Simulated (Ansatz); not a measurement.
# SnH3OF (SMILES [OH][SnH2][F]): B3LYP/def2-SVPD (core potential)

What is the electronic atomisation energy of SnH3OF at B3LYP/def2-SVPD (core potential)? 

Program for the calculation: Ansatz 0.2.0.

73 further runs of the same task are left out: 73 set aside as unsound or not needed.

## Step 1: Starting point

SnH3OF: 6 atoms, total charge 0, spin state singlet. As SMILES, `[OH][SnH2][F]`. The coordinates come from a PBE0-D4/def2-TZVP relaxation. This is one conformer, not always the lowest.

Bond lengths: O1–Sn2 1.948 Å, Sn2–F3 1.922 Å, O1–H4 0.960 Å, Sn2–H5 1.701 Å, Sn2–H6 1.692 Å. Angles: O1–Sn2–F3 105.3°, O1–Sn2–H5 111.8°, O1–Sn2–H6 106.0°, F3–Sn2–H5 104.3°, F3–Sn2–H6 107.5°, Sn2–O1–H4 114.0°, H5–Sn2–H6 120.8°.

## Step 2: The energy at B3LYP/def2-SVPD (core potential)

Contents of molecule.yaml:

```yaml
basis:
  gaussian: {orbitals: def2-SVPD}
crystal:
  periodic: [false, false, false]
  atoms:
    - symbol: O
      position_ang: [-1.414400, -0.333000, -0.425000]
    - symbol: Sn
      position_ang: [0.302300, 0.255900, 0.283700]
    - symbol: F
      position_ang: [1.409100, -1.315100, 0.302100]
    - symbol: H
      position_ang: [-1.368600, -0.685700, -1.316700]
    - symbol: H
      position_ang: [1.096100, 1.317100, -0.782100]
    - symbol: H
      position_ang: [0.017500, 0.696700, 1.891900]
hamiltonian: {xc: {name: B3LYP}}
accuracy: high
output: {orbitals: {seedname: orbitals}}
```

Launch:

```sh
$ ansatz run molecule.yaml --threads 1 --pin off --max-ram 3480MiB --events-out events.jsonl --progress --plain --runs-dir runs
```

The program printed:

```text
Warning: RAYON_NUM_THREADS=1 ignored (pool sized by the plan → 1); use --threads N
Functional definition: B3LYP
  name "B3LYP"
  parameter a0 = 0.2
  parameter ax = 0.72
  parameter ac = 0.81
  exchange = (1 - a0 - ax)*slater_x + ax*b88_x + a0*exact_x
  correlation = (1 - ac)*vwn_rpa_c + ac*lyp_c
2210 factors; integrals over basis functions are off by at most 2.9e-9 eV
mean field evaluation 1: about -10635.3164 eV, gradient 6.8e1 eV
mean field evaluation 2: about -10595.6314 eV, gradient 1.5e2 eV
mean field evaluation 4: about -10643.1475 eV, gradient 1.4e1 eV
mean field evaluation 8: about -10643.5338 eV, gradient 3.3e-1 eV
mean field evaluation 16: about -10643.5341 eV, gradient 1.6e-5 eV
mean field -10643.53405033 eV, -391.1426619030 hartree, gradient 7.5e-8 eV, S^2 0.000000; 0 other end points of the search recorded, 0 dependent functions left out
reference -10643.53408985 eV, -391.1426633553 hartree; 21, 21 occupied and 81, 81 virtual orbitals, 2210 factors
Total energy: -10643.53408985 eV, -391.1426633553 hartree
```

It took 9 s on 1 thread of Arm Neoverse V1, shared host; peak memory 0.35 GiB.

## Step 3: The F atom, same level

Contents of molecule.yaml:

```yaml
crystal:
  periodic: [false, false, false]
  atoms:
    - {symbol: F, position_ang: [0.000000, 0.000000, 0.000000]}
basis:
  gaussian: {orbitals: def2-SVPD}
magnetization: {spin_polarized: true, initial_magnetization: 1}
accuracy: high
hamiltonian: {xc: {name: B3LYP}}
```

Run the same way, it converges to -99.65309 Eh (log not shown).

## Step 4: The H atom, same level

Contents of run.yaml:

```yaml
crystal:
  periodic: [false, false, false]
  atoms:
    - {symbol: H, position_ang: [0.000000, 0.000000, 0.000000]}
basis:
  gaussian:
    orbitals: def2-SVPD
accuracy: high
hamiltonian:
  xc: {name: B3LYP}
magnetization:
  spin_polarized: true
  initial_magnetization: 1
```

Run the same way, it converges to -0.50126 Eh (log not shown).

## Step 5: The O atom

Contents of molecule.yaml:

```yaml
crystal:
  periodic: [false, false, false]
  atoms:
    - {symbol: O, position_ang: [0.000000, 0.000000, 0.000000]}
basis:
  gaussian:
    orbitals: def2-SVPD
magnetization:
  spin_polarized: true
  initial_magnetization: 2
hamiltonian:
  xc: {name: B3LYP}
accuracy: high
```

Run the same way, it converges to -75.00924 Eh (log not shown).

## Step 6: The Sn atom at the same level

Contents of run.yaml:

```yaml
crystal:
  periodic: [false, false, false]
  atoms:
    - {symbol: Sn, position_ang: [0.000000, 0.000000, 0.000000]}
basis:
  gaussian: {orbitals: def2-SVPD}
magnetization: {spin_polarized: true, initial_magnetization: 2}
accuracy: high
hamiltonian: {xc: {name: B3LYP}}
```

Run the same way, it converges to -214.32271 Eh (log not shown).

## Step 7: What came out

Level: B3LYP/def2-SVPD (core potential).

```
                     quantity          value
       molecule: total energy  -391.14266 Eh
        molecule: HOMO energy       -8.82 eV
        molecule: LUMO energy       -1.07 eV
      molecule: HOMO–LUMO gap        7.75 eV
         F atom: total energy   -99.65309 Eh
                 F atom: ⟨S²⟩          0.752
         H atom: total energy    -0.50126 Eh
                 H atom: ⟨S²⟩          0.750
         O atom: total energy   -75.00924 Eh
                 O atom: ⟨S²⟩          2.004
        Sn atom: total energy  -214.32271 Eh
                Sn atom: ⟨S²⟩          2.002
electronic atomisation energy      17.792 eV
```

In words: Taking the molecule apart into free atoms costs 17.79 eV (1717 kJ/mol), before zero-point energy and without spin-orbit coupling.
